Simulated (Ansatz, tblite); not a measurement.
# Trans-[VF2(H2O)4]+ (F₂H₈O₄V+): charged states by level of theory

Aim: the energy of removing an electron for trans-[VF2(H2O)4]+ (F₂H₈O₄V+), by energy differences, and how well orbital energies stand in for it.

Program: Ansatz 0.2.0, Gaussian basis. Level of theory: as each input shows. These are calculated values, not measurements.

Levels to be run: charge +2 doublet, at the geometry of the triplet (PBE0-D4/def2-TZVP, PBE-D4/def2-TZVP, r2SCAN-D4/def2-TZVP); the starting triplet's energies come from earlier runs.

**1. The geometry**

The triplet was relaxed beforehand with PBE-D4/def2-SVP.

15 atoms, charge 1, spin multiplicity 3.

Atoms are counted from 1 here; the program's logs count them from 0.

Bond lengths: V1–F2 1.804 Å, V1–F3 1.804 Å, V1–O4 2.105 Å, V1–O7 2.105 Å, V1–O10 2.101 Å, V1–O13 2.101 Å, O4–H5 0.979 Å, O4–H6 0.979 Å, O7–H8 0.979 Å, O7–H9 0.979 Å, O10–H11 0.979 Å, O10–H12 0.979 Å, O13–H14 0.979 Å, O13–H15 0.979 Å. Angles: F2–V1–F3 180.0°, F2–V1–O4 90.1°, F2–V1–O7 90.1°, F2–V1–O10 89.9°, F2–V1–O13 89.9°, F3–V1–O4 89.9°, F3–V1–O7 89.9°, F3–V1–O10 90.1°, F3–V1–O13 90.1°, O4–V1–O7 179.8°, O4–V1–O10 91.8°, O4–V1–O13 88.2°, O7–V1–O10 88.1°, O7–V1–O13 91.8°, O10–V1–O13 179.8°, V1–O4–H5 114.3°, V1–O4–H6 114.6°, H5–O4–H6 106.7° and more.

Formally the metal is d2. No spin-orbit coupling is included. The ion is computed in the gas phase, without counter-ions or solvent.

**2. Charge +2 doublet at the fixed geometry, PBE0-D4/def2-TZVP**

Contents of in.yaml:

```yaml
crystal:
  periodic: [false, false, false]
  atoms:
    - {symbol: V, position_ang: [-0.000059, -0.000063, 0.000169]}
    - {symbol: F, position_ang: [-0.004206, 0.024333, 1.803515]}
    - {symbol: F, position_ang: [0.004999, -0.023687, -1.803261]}
    - {symbol: O, position_ang: [2.105018, -0.034803, 0.001564]}
    - {symbol: H, position_ang: [2.500542, -0.469162, -0.781210]}
    - {symbol: H, position_ang: [2.504580, -0.457325, 0.788686]}
    - {symbol: O, position_ang: [-2.105121, 0.034642, -0.009229]}
    - {symbol: H, position_ang: [-2.497275, 0.449315, -0.804278]}
    - {symbol: H, position_ang: [-2.507765, 0.476942, 0.765369]}
    - {symbol: O, position_ang: [-0.033162, 2.100875, -0.024686]}
    - {symbol: H, position_ang: [0.362749, 2.528619, -0.810955]}
    - {symbol: H, position_ang: [0.352351, 2.542863, 0.758912]}
    - {symbol: O, position_ang: [0.032880, -2.100933, 0.032553]}
    - {symbol: H, position_ang: [-0.359324, -2.550361, -0.743412]}
    - {symbol: H, position_ang: [-0.356208, -2.521254, 0.826253]}
basis:
  gaussian: {orbitals: def2-TZVP}
total_charge: 2
magnetization: {spin_polarized: true, initial_magnetization: 1}
hamiltonian: {xc: pbe0, dispersion: d4}
scf: {omitted_lower_state_checks: [starts]}
output: {orbitals: {seedname: orbitals}}
```

The run is started by

```
ansatz run in.yaml --threads 4 --pin off --events-out ev --progress --plain --max-ram 8704MiB
```

The program printed:

```text
Functional definition: PBE0
  name "PBE0"
  cite "Adamo & Barone, J. Chem. Phys. 110, 6158 (1999) doi:10.1063/1.478522"
  cite "Perdew, Burke & Ernzerhof, Phys. Rev. Lett. 77, 3865 (1996) doi:10.1103/PhysRevLett.77.3865"
  parent pbe
  parameter a = 0.25
  parameter kappa = 0.804
  parameter beta = 0.06672455060314922
  exchange = (1 - a)*pbe_x(kappa = kappa, mu = beta*pi^2/3) + a*exact_x
  correlation = pbe_c(beta = beta)
these checks for a lower state are left out or cut short: starts
1775 factors; their error is unknown
mean field evaluation 1: about -39377.3999 eV, gradient 1.1e2 eV
mean field evaluation 2: about -38918.7293 eV, gradient 4.1e2 eV
mean field evaluation 4: about -39404.7066 eV, gradient 5.6e1 eV
mean field evaluation 8: about -39413.3549 eV, gradient 3.8e-1 eV
mean field evaluation 16: about -39413.4574 eV, gradient 8.4e-3 eV
mean field evaluation 32: about -39413.4574 eV, gradient 8.2e-5 eV
mean field -39413.45738544 eV, -1448.4178435141 hartree, gradient 2.9e-5 eV, S^2 0.760761; 0 other end points of the search recorded, 0 dependent functions left out
reference -39413.45741904 eV, -1448.4178447486 hartree; 40, 39 occupied and 239, 240 virtual orbitals, 1775 factors
Total energy: -39413.65508072 eV, -1448.4251086816 hartree
Checks for a lower state left out: starts
```

Wall time 25 s (4 threads of Arm Neoverse V2, shared host); peak memory 1.4 GiB.

From the report: HOMO -19.62 eV, LUMO -15.02 eV (over both spins); ⟨S²⟩ 0.761 (pure: 0.75).

**3. Charge +2 doublet at the fixed geometry, PBE-D4/def2-TZVP**

start.molden holds the orbitals of an earlier run on this state, given as this run's starting guess.

Edit in.yaml of step 2 so:

```diff
@@ -19,6 +19,6 @@
 basis:
-  gaussian: {orbitals: def2-TZVP}
+  gaussian: {orbitals: def2-TZVP, initial_orbitals: start.molden}
 total_charge: 2
 magnetization: {spin_polarized: true, initial_magnetization: 1}
-hamiltonian: {xc: pbe0, dispersion: d4}
+hamiltonian: {xc: pbe, dispersion: d4}
 scf: {omitted_lower_state_checks: [starts]}
```

Same command.

The program printed:

```text
Functional definition: PBE
  name "PBE"
  cite "Perdew, Burke & Ernzerhof, Phys. Rev. Lett. 77, 3865 (1996) doi:10.1103/PhysRevLett.77.3865"
  parent pbe
  parameter kappa = 0.804
  parameter beta = 0.06672455060314922
  exchange = pbe_x(kappa = kappa, mu = beta*pi^2/3)
  correlation = pbe_c(beta = beta)
these checks for a lower state are left out or cut short: starts
1702 factors; their error is unknown
mean field evaluation 1: about -39413.8072 eV, gradient 1.1e1 eV
mean field evaluation 2: about -39414.1539 eV, gradient 4.6e-1 eV
mean field evaluation 4: about -39414.1310 eV, gradient 3.9e-1 eV
mean field evaluation 8: about -39414.1313 eV, gradient 2.6e-5 eV
mean field -39414.13132084 eV, -1448.4426101832 hartree, gradient 2.6e-5 eV, S^2 0.759272; 0 other end points of the search recorded, 0 dependent functions left out
reference -39414.13136714 eV, -1448.4426118846 hartree; 40, 39 occupied and 239, 240 virtual orbitals, 1702 factors
Total energy: -39414.36331380 eV, -1448.4511357670 hartree
Checks for a lower state left out: starts
```

Run time: 7.5 s. Hardware: 4 threads of Arm Neoverse V2, shared host.

HOMO -16.43 eV, LUMO -15.71 eV (over both spins); ⟨S²⟩ 0.759 (pure: 0.75).

**4. Charge +2 doublet at the fixed geometry, r2SCAN-D4/def2-TZVP**

Edit in.yaml of step 3 so:

```diff
@@ -22,3 +22,3 @@
 magnetization: {spin_polarized: true, initial_magnetization: 1}
-hamiltonian: {xc: pbe, dispersion: d4}
+hamiltonian: {xc: r2scan, dispersion: d4}
 scf: {omitted_lower_state_checks: [starts]}
```

Launched as before.

The program printed:

```text
Functional definition: r2SCAN
  name "r2SCAN"
  cite "Furness, Kaplan, Ning, Perdew & Sun, J. Phys. Chem. Lett. 11, 8208 (2020) doi:10.1021/acs.jpclett.0c02405"
  cite "Furness, Kaplan, Ning, Perdew & Sun, J. Phys. Chem. Lett. 11, 9248 (2020) doi:10.1021/acs.jpclett.0c03077"
  parent r2scan
  parameter k0 = 0.174
  parameter k1 = 0.065
  parameter a1 = 4.9479
  exchange = r2scan_x(k0 = k0, k1 = k1, a1 = a1)
  correlation = r2scan_c
these checks for a lower state are left out or cut short: starts
1702 factors; their error is unknown
mean field evaluation 1: about -39426.9737 eV, gradient 5.4e0 eV
mean field evaluation 2: about -39427.0920 eV, gradient 1.9e-1 eV
mean field evaluation 4: about -39427.0731 eV, gradient 6.2e-4 eV
mean field evaluation 8: about -39427.0731 eV, gradient 1.4e-5 eV
mean field -39427.07311475 eV, -1448.9182123371 hartree, gradient 1.4e-5 eV, S^2 0.764998; 0 other end points of the search recorded, 0 dependent functions left out
reference -39427.07312943 eV, -1448.9182128767 hartree; 40, 39 occupied and 239, 240 virtual orbitals, 1702 factors
Total energy: -39427.13471220 eV, -1448.9204760016 hartree
Checks for a lower state left out: starts
```

Wall time 17 s (4 threads of Arm Neoverse V2, shared host); peak memory 0.63 GiB.

Report: HOMO -17.31 eV, LUMO -15.95 eV (over both spins); ⟨S²⟩ 0.765 (pure: 0.75).

**5. Vertical ionisation energy**

Charged state less starting state, triplet to doublet; the starting state's energies are those of its earlier runs.

| level | vertical ionisation energy (eV) | time |
| --- | --- | --- |
| PBE-D4/def2-TZVP | +11.97 | 27 s |
| r2SCAN-D4/def2-TZVP | +12.46 | 62 s |
| PBE0-D4/def2-TZVP | +13.04 | 78 s |

Times add the two runs; a level without a time comes out of a correlated run.

Beside −ε(HOMO) of the starting state (over both spins):

| level | −ε(HOMO) (eV) | by difference (eV) | mismatch (eV) |
| --- | --- | --- | --- |
| PBE-D4/def2-TZVP | 8.04 | 11.97 | -3.93 |
| r2SCAN-D4/def2-TZVP | 8.74 | 12.46 | -3.72 |
| PBE0-D4/def2-TZVP | 10.79 | 13.04 | -2.25 |

**6. What came out**

| quantity | value |
| --- | --- |
| vertical ionisation energy, functionals in def2-TZVP | 11.97 (PBE-D4) to 13.04 eV (PBE0-D4) |

In words: The vertical ionisation energy spans 11.97 to 13.04 eV over the functionals. −ε(HOMO) misses the level's own difference by -2.25 eV at best (PBE0-D4) and -3.93 eV at worst (PBE-D4). The charged states' spins were chosen beforehand and needn't be their lowest.
